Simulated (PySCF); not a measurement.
**MoNBr: structure of the triplet**

Aim: relax MoNBr as a triplet from a bent start, check by its vibrations whether the end is a minimum, and collect its spectrum and constants.

Program: PySCF 2.14.0. Level of theory: PBE0, basis Mo def2-TZVP with ECP28, N def2-TZVP, Br def2-TZVP, scalar-relativistic core potentials, no spin–orbit coupling, density fitting. These are calculated values, not measurements.

**1. The system as given**

3 atoms, charge 0, spin multiplicity 3.

Bond lengths: Mo1–N2 1.810 Å, Mo1–Br3 2.520 Å. Angles: N2–Mo1–Br3 110.0°.

Z-matrix (Å, degrees; charge 0 multiplicity 3):
```
Mo
N  1 1.8100
Br 1 2.5200 2 110.00
```

**2. The SCF at the typed geometry**

One driver script runs all steps and calls PySCF; scf.py shows how it sets up the SCF of each step. The optimiser is the driver's own. After this first run the driver tries any further starts and a stability analysis.

File scf.py:

```python
from pyscf import gto, scf, dft
mol = gto.M(atom='''
Mo     0.000000     0.000000     0.000000
N     -1.482700     0.000000     1.038200
Br     2.064300     0.000000     1.445400''',
    basis={'Mo': 'def2-TZVP', 'N': 'def2-TZVP', 'Br': 'def2-TZVP'},
    ecp={'Mo': 'def2-TZVP'},
    charge=0, spin=2)
mf = dft.UKS(mol, xc='PBE0')
mf.grids.atom_grid = (50, 194)
aux = {'Mo': 'def2-universal-JKFIT', 'N': 'def2-universal-JKFIT', 'Br': 'def2-universal-JKFIT'}
mf = mf.density_fit(auxbasis=aux)
mf.conv_tol = 1e-08
mf.diis_space = 10
mf.max_cycle = 60
mf.init_guess = 'minao'
mf.verbose = 4
mf.kernel()
```

The run is started by

```bash
$ OMP_NUM_THREADS=4 python axn.py task.json out
```

Further steps of the session: Relaxation: bent start, triplet; Frequencies.

What does the calculation give? Wanted: minimum; geometry; wavenumbers; dipole moment; highest occupied, lowest empty level; polar-tensor charge of Mo1; zero-point energy; atomisation energy; ⟨S²⟩.

As calculated:

| quantity | value |
| --- | --- |
| minimum | triplet, Cs |
| geometry | Mo–Br 2.458 Å, Mo–N 1.612 Å; Br–Mo–N 116.9° |
| wavenumbers (cm⁻¹) | 141 (a'), 279 (a'), 1151 (a') |
| dipole moment | 4.82 D |
| highest occupied, lowest empty level (either spin) | -6.76, -3.46 eV |
| polar-tensor charge of Mo1 | +1.22 e |
| zero-point energy | 9.4 kJ/mol |
| entropy at 298.15 K | 311.4 J/(mol K) |
| atomisation energy (no zero-point energy) | 826 kJ/mol |
| ⟨S²⟩ | 2.062 |

In words: The molecule stays Cs, as typed, and the end point is a minimum. In the infrared the band at 1151 cm⁻¹ (a', stretch) leads. Most of the spin sits on Mo1 (Mulliken spin 2.38, against 2 for the whole molecule). Other starts or spin states, not run here, may lie lower. Open d and f shells are described by one determinant, and the ground state may have another occupation or spin.
